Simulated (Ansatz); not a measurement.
**NiMoIrPdW: relaxation of cell and atoms with PBE**

Crystal: NiMoIrPdW.

```
Ni Mo Pd Ir W
1.0
     2.77085    0.00000    0.00000
    -1.38543    2.39963    0.00000
     0.00000    0.00000   22.01961
Ni Mo Pd Ir W
2 2 2 2 2
Direct
  0.33333 0.66667 0.85081
  0.66667 0.33333 0.14919
  0.66667 0.33333 0.76059
  0.33333 0.66667 0.23941
  0.33333 0.66667 0.05329
  0.66667 0.33333 0.94671
  0.33333 0.66667 0.65827
  0.66667 0.33333 0.34173
  0.33333 0.66667 0.44418
  0.66667 0.33333 0.55582
```

The cell was built by a generator and needn't be a form met in nature.

```json
{"Program": "Ansatz 0.2.0", "Task": "relaxation of cell and atoms", "Functional": "PBE", "Potentials or basis": "Ansatz PAW", "Cutoff": "420 eV (not typed: the program's choice for these potentials)", "k mesh": "8 × 8 × 1", "Occupations": "fermi-dirac, width 0.05 eV", "Spin": "collinear spin, ferromagnetic start", "Starting moments": "[1.0, 1.0, 1.0, 1.0, 0.0, 0.0, 0.6, 0.6, 0.0, 0.0] μB", "Target pressure": "20 GPa", "Target pressure (GPa)": "20"}
```

```yaml
Relaxed_volume: 13.65 Å³/atom
Relaxed_cell: a = 2.710 Å, b = 2.710 Å, c = 21.464 Å, α = 90.00°, β = 90.00°, γ = 120.00°
Space_group_after_relaxing_to_0.05_Å: P-3m1 (No. 164)
Energy_change_on_relaxing_the_enthalpy_is_what_falls: +57.9 meV/atom
Ionic_steps: 6
Pressure_after_relaxing: 20.0 GPa
Band_gap_on_the_k_mesh: none (metal or under the smearing width)
Net_moment: 0.00 μB per cell
Absolute_moment: 0.00 μB per cell
```

Step by step:
```tsv
step	energy change (eV)	largest force (eV/Å)	volume (Å³)
1	0.0000	0.0509	146.41
2	0.4169	0.1287	137.91
3	0.5965	0.0441	136.33
4	0.5758	0.0159	136.49
5	0.5736	0.0022	136.50
6	0.5787	0.0017	136.50
```

Final structure:
```cif
data_structure
_symmetry_space_group_name_H-M 'P 1'
_symmetry_Int_Tables_number 1
_cell_length_a 2.7099
_cell_length_b 2.7099
_cell_length_c 21.4639
_cell_angle_alpha 90.000
_cell_angle_beta 90.000
_cell_angle_gamma 120.000
_cell_volume 136.50
loop_
_atom_site_label
_atom_site_type_symbol
_atom_site_fract_x
_atom_site_fract_y
_atom_site_fract_z
_atom_site_occupancy
Ni1 Ni 0.33333 0.66667 0.85348 1
Ni2 Ni 0.66667 0.33333 0.14652 1
Mo1 Mo 0.66667 0.33333 0.76285 1
Mo2 Mo 0.33333 0.66667 0.23715 1
Pd1 Pd 0.33333 0.66667 0.05230 1
Pd2 Pd 0.66667 0.33333 0.94770 1
Ir1 Ir 0.33333 0.66667 0.65973 1
Ir2 Ir 0.66667 0.33333 0.34027 1
W1 W 0.33333 0.66667 0.44394 1
W2 W 0.66667 0.33333 0.55606 1
```

Levels at points of the mesh, in eV from the Fermi level:
Spin up:
```tsv
k point	band 79	band 80	band 81	band 82	band 83	band 84
(0.00, 0.00, 0.00)	-0.97	-0.62	-0.62	-0.60	-0.23	-0.23
(0.00, -0.50, 0.00)	0.77	1.07	1.19	1.36	1.52	1.62
```
Spin down:
| k point | band 78 | band 79 | band 80 | band 81 | band 82 | band 83 | band 84 | band 85 |
| --- | --- | --- | --- | --- | --- | --- | --- | --- |
| (0.00, 0.00, 0.00) | -0.97 | -0.97 | -0.62 | -0.62 | -0.60 | -0.23 | -0.23 | -0.20 |
| (0.00, -0.50, 0.00) | 0.15 | 0.77 | 1.07 | 1.19 | 1.36 | 1.52 | 1.62 | 1.86 |

It took 40 s on 8 threads of Arm Neoverse V1, with other jobs on the host, peak memory 1.1 GiB.

Caveat: the plane-wave basis is chosen anew once the cell has moved, so the energies of steps on either side of that aren't comparable; the starting moments weren't kept. Spin-orbit coupling is left out, which matters for the levels of Ir, W.
